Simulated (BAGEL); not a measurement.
# CH5BClN (SMILES CNBCl): HF/3-21G (density fitting with qzvpp-jkfit)

What is the energy change on altering one bond length of CH5BClN at HF/3-21G (density fitting with qzvpp-jkfit)? 

The calculation is run with BAGEL 1.2.2.

3 further runs of the same task are left out: 1 that didn't finish, 2 set aside as unsound or not needed.

## 1. Starting point

The species is CH5BClN (9 atoms), meant as a singlet with charge 0. SMILES: `CNBCl`. Geometry: relaxed at PBE0-D4/def2-TZVP. This is one conformer, not always the lowest.

Bond lengths: C1–N2 1.445 Å, N2–B3 1.381 Å, B3–Cl4 1.771 Å, C1–H5 1.094 Å, C1–H6 1.094 Å, C1–H7 1.090 Å, N2–H8 1.009 Å, B3–H9 1.192 Å. Some angles: C1–N2–B3 126.0°, N2–B3–Cl4 119.6°, C1–N2–H8 115.0°, B3–N2–H8 119.0°, N2–C1–H5 111.4°, N2–C1–H6 111.4°, N2–C1–H7 109.2°, N2–B3–H9 121.5°, Cl4–B3–H9 118.9°, H5–C1–H6 108.3°.

## 2. A single-point energy at HF/3-21G (density fitting with qzvpp-jkfit)

job.json reads:

```json
{ "bagel": [

{
  "title": "molecule",
  "basis": "3-21g",
  "df_basis": "qzvpp-jkfit",
  "angstrom": true,
  "geometry": [
    { "atom": "C", "xyz": [       0.510100,       0.482100,      -0.973400 ] },
    { "atom": "N", "xyz": [      -0.407900,      -0.226000,      -0.111700 ] },
    { "atom": "B", "xyz": [      -0.261100,      -0.415200,       1.248200 ] },
    { "atom": "Cl", "xyz": [      -1.495300,      -1.314500,       2.144800 ] },
    { "atom": "H", "xyz": [       0.907000,      -0.170400,      -1.756500 ] },
    { "atom": "H", "xyz": [       0.027900,       1.338900,      -1.452800 ] },
    { "atom": "H", "xyz": [       1.346700,       0.849900,      -0.380000 ] },
    { "atom": "H", "xyz": [      -1.220500,      -0.605500,      -0.573900 ] },
    { "atom": "H", "xyz": [       0.681600,       0.014200,       1.838200 ] }
  ]
},

{
  "title": "hf"
},

{
  "title": "print",
  "file": "orbitals.molden",
  "orbitals": true
}

]}
```

Run with:

```
$ BAGEL_NUM_THREADS=1 BAGEL job.json > job.out
```

Log:

```text
* using 1 threads per process

  ===============================================================
  ===============================================================

  *** Geometry ***

  { "atom" : "C", "xyz" : [      0.963949,      0.911037,     -1.839459 ] },
  { "atom" : "N", "xyz" : [     -0.770819,     -0.427078,     -0.211082 ] },
  { "atom" : "B", "xyz" : [     -0.493407,     -0.784614,      2.358756 ] },
  { "atom" : "Cl", "xyz" : [     -2.825707,     -2.484045,      4.053085 ] },
  { "atom" : "H", "xyz" : [      1.713982,     -0.322009,     -3.319304 ] },
  { "atom" : "H", "xyz" : [      0.052723,      2.530154,     -2.745394 ] },
  { "atom" : "H", "xyz" : [      2.544894,      1.606078,     -0.718096 ] },
  { "atom" : "H", "xyz" : [     -2.306411,     -1.144229,     -1.084514 ] },
  { "atom" : "H", "xyz" : [      1.288037,      0.026834,      3.473695 ] },

  Number of auxiliary basis functions:      445

  Since a DF basis is specified, we compute 2- and 3-index integrals:
    o Being stored without compression. Storage requirement is 0.009 GB

  Number of basis functions:       50
  Number of electrons      :       40

    * METHOD: MOLECULE                             0.15

  *** RHF ***

  === Nuclear Repulsion ===
   139.5267325477

      * DIIS with orbital gradients will be used.

  === RHF iteration (3-21g) ===
      0       -576.54529856          0.01917538           0.03
      1       -576.61255101          0.00873859           0.03
      2       -576.62557797          0.00185466           0.03
      3       -576.62638169          0.00026379           0.03
      4       -576.62641043          0.00006007           0.03
      5       -576.62641269          0.00001287           0.03
      6       -576.62641279          0.00000405           0.03
      7       -576.62641280          0.00000120           0.03
      8       -576.62641280          0.00000030           0.03
      9       -576.62641280          0.00000010           0.03
     10       -576.62641280          0.00000003           0.03
     11       -576.62641280          0.00000001           0.03
    * SCF iteration converged.

    * Permanent dipole moment:
           (   -0.544198,    -0.578242,     1.295111) a.u.

    * METHOD: HF                                   0.43

    * METHOD: PRINT                                0.01

  ===============================================================
```

Run time: 0.7 s. Hardware: 1 thread of Arm Neoverse V1, shared host; peak memory 0.081 GiB.

## 3. The distorted shape at the same level

calc.json reads:

```json
{ "bagel" : [

{
  "title" : "molecule",
  "basis" : "3-21g",
  "df_basis" : "qzvpp-jkfit",
  "angstrom" : "true",
  "geometry" : [
    { "atom" : "C", "xyz" : [    0.488085,    0.510473,   -1.177338 ] },
    { "atom" : "N", "xyz" : [   -0.429915,   -0.197627,   -0.315638 ] },
    { "atom" : "B", "xyz" : [   -0.261100,   -0.415200,    1.248200 ] },
    { "atom" : "Cl", "xyz" : [   -1.495300,   -1.314500,    2.144800 ] },
    { "atom" : "H", "xyz" : [    0.884985,   -0.142027,   -1.960438 ] },
    { "atom" : "H", "xyz" : [    0.005885,    1.367273,   -1.656738 ] },
    { "atom" : "H", "xyz" : [    1.324685,    0.878273,   -0.583938 ] },
    { "atom" : "H", "xyz" : [   -1.242515,   -0.577127,   -0.777838 ] },
    { "atom" : "H", "xyz" : [    0.681600,    0.014200,    1.838200 ] }
  ]
},
{
  "title" : "hf"
},
{
  "title" : "print",
  "file" : "orbitals.molden",
  "orbitals" : "true"
}

]}
```

Run with:

```
$ BAGEL_NUM_THREADS=1 BAGEL calc.json > calc.out
```

Log:

```text
* using 1 threads per process

  ===============================================================
  ===============================================================

  *** Geometry ***

  { "atom" : "C", "xyz" : [      0.922347,      0.964654,     -2.224846 ] },
  { "atom" : "N", "xyz" : [     -0.812422,     -0.373461,     -0.596469 ] },
  { "atom" : "B", "xyz" : [     -0.493407,     -0.784614,      2.358756 ] },
  { "atom" : "Cl", "xyz" : [     -2.825707,     -2.484045,      4.053085 ] },
  { "atom" : "H", "xyz" : [      1.672379,     -0.268392,     -3.704691 ] },
  { "atom" : "H", "xyz" : [      0.011121,      2.583772,     -3.130781 ] },
  { "atom" : "H", "xyz" : [      2.503292,      1.659695,     -1.103483 ] },
  { "atom" : "H", "xyz" : [     -2.348013,     -1.090612,     -1.469901 ] },
  { "atom" : "H", "xyz" : [      1.288037,      0.026834,      3.473695 ] },

  Number of auxiliary basis functions:      445

  Since a DF basis is specified, we compute 2- and 3-index integrals:
    o Being stored without compression. Storage requirement is 0.009 GB

  Number of basis functions:       50
  Number of electrons      :       40

    * METHOD: MOLECULE                             0.15

  *** RHF ***

  === Nuclear Repulsion ===
   134.6024559042

      * DIIS with orbital gradients will be used.

  === RHF iteration (3-21g) ===
      0       -576.50676122          0.02081108           0.03
      1       -576.57929547          0.01096330           0.03
      2       -576.60006389          0.00204659           0.03
      3       -576.60109032          0.00032856           0.03
      4       -576.60113393          0.00007110           0.03
      5       -576.60113699          0.00001325           0.03
      6       -576.60113712          0.00000474           0.03
      7       -576.60113713          0.00000163           0.03
      8       -576.60113714          0.00000045           0.03
      9       -576.60113714          0.00000021           0.03
     10       -576.60113714          0.00000007           0.03
     11       -576.60113714          0.00000002           0.03
     12       -576.60113714          0.00000001           0.03
    * SCF iteration converged.

    * Permanent dipole moment:
           (   -0.498418,    -0.479743,     0.939162) a.u.

    * METHOD: HF                                   0.45

    * METHOD: PRINT                                0.01

  ===============================================================
```

Wall time 0.72 s (1 thread of Arm Neoverse V1, shared host); peak memory 0.081 GiB.

## 4. Summary of results

At HF/3-21G (density fitting with qzvpp-jkfit):

| quantity | value |
| --- | --- |
| first shape: total energy | -576.62641 Eh |
| first shape: dipole moment | 3.86 D |
| first shape: HOMO energy | -11.03 eV |
| first shape: LUMO energy | 4.41 eV |
| first shape: HOMO–LUMO gap | 15.44 eV |
| distorted shape: total energy | -576.60114 Eh |
| distorted shape: dipole moment | 2.96 D |
| distorted shape: HOMO energy | -10.34 eV |
| distorted shape: LUMO energy | 3.46 eV |
| distorted shape: HOMO–LUMO gap | 13.80 eV |
| energy change with the N2–B3 bond stretched from 1.381 to 1.588 Å | 0.688 eV |

What this shows: With the N2–B3 bond stretched from 1.381 to 1.588 Å the energy rises by 0.69 eV (66.4 kJ/mol). The first shape isn't relaxed at this level, so the change isn't measured from a minimum.
